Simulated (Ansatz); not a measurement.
A nudged elastic band was laid between two geometries of a periodic cell of 17 atoms, InW8C8 (surface WC(001), adsorbate In).

Theory: Ansatz 0.2.0, DFT PBE, scalar-relativistic, plane waves, PAW. Settings: PAW set soft_1, cutoff 420 eV, k mesh 3x3x1, gaussian smearing 0.05 eV, no spin polarisation.

| Property | Result |
| --- | --- |
| movable images | 3 |
| climbing image | yes |
| spring | 5.0 eV/Å² |
| optimiser | fire |
| start path | IDPP |
| force threshold | 0.03 eV/Å |
| iteration limit | 80 |
| end points | relaxed |
| atoms held | 1, 5, 9, 13 |

Initial state:

```xyz
17
Lattice="5.8006 0.0000 0.0000 -2.9003 5.0235 0.0000 0.0000 0.0000 15.2467" Properties=species:S:1:pos:R:3
W 0.000 0.000 1.000
C 1.447 0.841 2.315
W 0.004 -0.012 3.860
C 1.469 0.800 4.969
W -1.450 2.512 1.000
C -0.004 3.356 2.319
W -1.445 2.502 3.889
C 0.013 3.285 5.043
W 2.900 0.000 1.000
C 4.347 0.841 2.326
W 2.905 -0.011 3.860
C 4.374 0.803 5.035
W 1.450 2.512 1.000
C 2.899 3.355 2.316
W 1.454 2.506 3.855
C 2.926 3.287 5.047
In 1.498 4.055 6.777
```

Final state:

Only the atoms that move by more than 0.05 Å are listed.
```
C4 1.476 0.776 5.047
C16 2.919 3.312 4.969
In17 2.948 6.567 6.777
```

What changes between the two ends?

The atom that moves furthest is In17, by 2.90 Å; four of its nearest neighbours are C16 2.37, C8 2.41, C12 2.48, W15 3.31 Å at the first end and C4 2.37, C12 2.41, C8 2.48, W3 3.31 Å at the last.

What energy profile does the band end with?

It converged. The highest image is number 2 of 0 to 4, 0.219 eV above the ends, which have the same energy within 2 meV. By the program's own check the climbing image is of a kind that is not told: the force calls were inconclusive, a negative curvature could not be distinguished from the path's own, the only one lies far off the path, or fixed occupations may fill a level only in part (lowest curvatures found: 0.04 and 0.74 eV/Å²). Limits of this set-up: coarse k mesh, thin slab, slab without dipole correction, odd electron count without spin, a typed lattice constant that wasn't relaxed here.

| image | path coordinate (Å) | energy (eV) | W11–In17 (Å) | C16–In17 (Å) | C4–In17 (Å) |
| --- | --- | --- | --- | --- | --- |
| 0 | 0.00 | 0.000 | 3.41 | 2.37 | 3.72 |
| 1 | 0.84 | 0.102 | 3.69 | 2.35 | 3.22 |
| 2 | 1.68 | 0.219 | 4.09 | 2.48 | 2.52 |
| 3 | 2.46 | 0.129 | 4.24 | 3.13 | 2.35 |
| 4 | 3.24 | 0.000 | 4.35 | 3.72 | 2.37 |

What is the geometry of the highest image?


```xyz
17
Lattice="5.8006 0.0000 0.0000 -2.9003 5.0235 0.0000 0.0000 0.0000 15.2467" Properties=species:S:1:pos:R:3:forces:R:3
W 0.000 0.000 1.000 0.02 -0.01 -0.47
C 1.457 0.839 2.320 0.00 0.00 0.00
W -0.008 0.005 3.805 0.00 0.00 0.00
C 1.398 0.840 5.026 0.00 0.01 0.01
W -1.450 2.512 1.000 -0.02 0.01 0.16
C 0.007 3.346 2.316 0.00 0.00 0.00
W -1.456 2.513 3.887 0.00 0.00 0.00
C -0.053 3.375 5.004 0.00 0.00 0.00
W 2.900 0.000 1.000 -0.02 0.01 0.17
C 4.351 0.837 2.315 0.00 0.00 0.00
W 2.897 0.002 3.889 0.00 -0.01 0.01
C 4.341 0.843 5.035 0.00 0.00 0.00
W 1.450 2.512 1.000 0.03 -0.01 0.14
C 2.903 3.342 2.319 0.00 0.00 0.00
W 1.438 2.519 3.897 0.00 0.00 0.00
C 2.872 3.391 5.029 0.00 0.00 0.00
In 2.791 5.048 6.873 0.01 0.00 0.00
```

The band took 43 iterations and of the order of 60 core-minutes.

The run took 20 min on 4 threads of Arm Neoverse V1 (shared host), peak memory 2.1 GiB.
